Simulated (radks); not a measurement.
# Sn in [Kr] 4d10 5s2 5p2: an all-electron calculation

One table from this session's results is given with a row withheld; the runs are named, their logs left out.

Method: scalar-relativistic Kohn-Sham, PBEsol, spin-unpolarised, spherical densities, finite nucleus. Code: radks (a radial shooting solver on a logarithmic mesh, Libxc functionals) version 1.

**What is computed**

* element: tin (Z = 50)
* charge: 0
* electrons: 50
* configuration: [Kr] 4d10 5s2 5p2
* nuclear rms radius: 4.6519 fm

Outer shells as boxes (Hund's rule):

Sn
```
[Kr] core
4d [↑↓][↑↓][↑↓][↑↓][↑↓]
5s [↑↓]
5p [↑ ][↑ ][  ]
```

Set-up of the first run:

The run's settings:

```text
Z 50
configuration [Kr] 4d10 5s2 5p2
relativity scalar-relativistic
functional pbe_sol,pbe_sol
spin unpolarised
nucleus finite rms 4.6519 fm
c 137.035999084
```

One table of the session follows, with a row left open; its other results are not shown here.

It belongs to the step «Radial structure». Sizes of the orbitals, from the radial functions (bohr):

| level | <r> | outermost maximum (interpolated) | 90 % within | nodes |
| --- | --- | --- | --- | --- |
| 1s | 0.02907 | 0.0188 | 0.0522 | 0 |
| 2s | 0.1256 | 0.106 | 0.194 | 1 |
| 2p | 0.1096 | 0.0850 | 0.178 | 0 |
| 3s | 0.3396 | 0.308 | 0.499 | 2 |
| 3p | 0.3379 | 0.301 | 0.508 | 1 |
| 3d | 0.3147 | 0.251 | 0.496 | 0 |
| 4s | 0.8186 | 0.745 | 1.19 | 3 |
| 4p | 0.8860 | 0.788 | 1.30 | 2 |
| 4d | ? | ? | ? | ? |
| 5s | 2.393 | 2.01 | 3.56 | 4 |
| 5p | 3.229 | 2.56 | 4.98 | 3 |

Estimate the missing values for 4d.

**Answer.** <r>: 1.100; outermost maximum (interpolated): 0.887; 90 % within: 1.71; nodes: 1. In the column «<r>» it lies between 4p (0.8860) and 5s (2.393).

Limits of these values: Spin polarisation and multiplet splitting are left out.
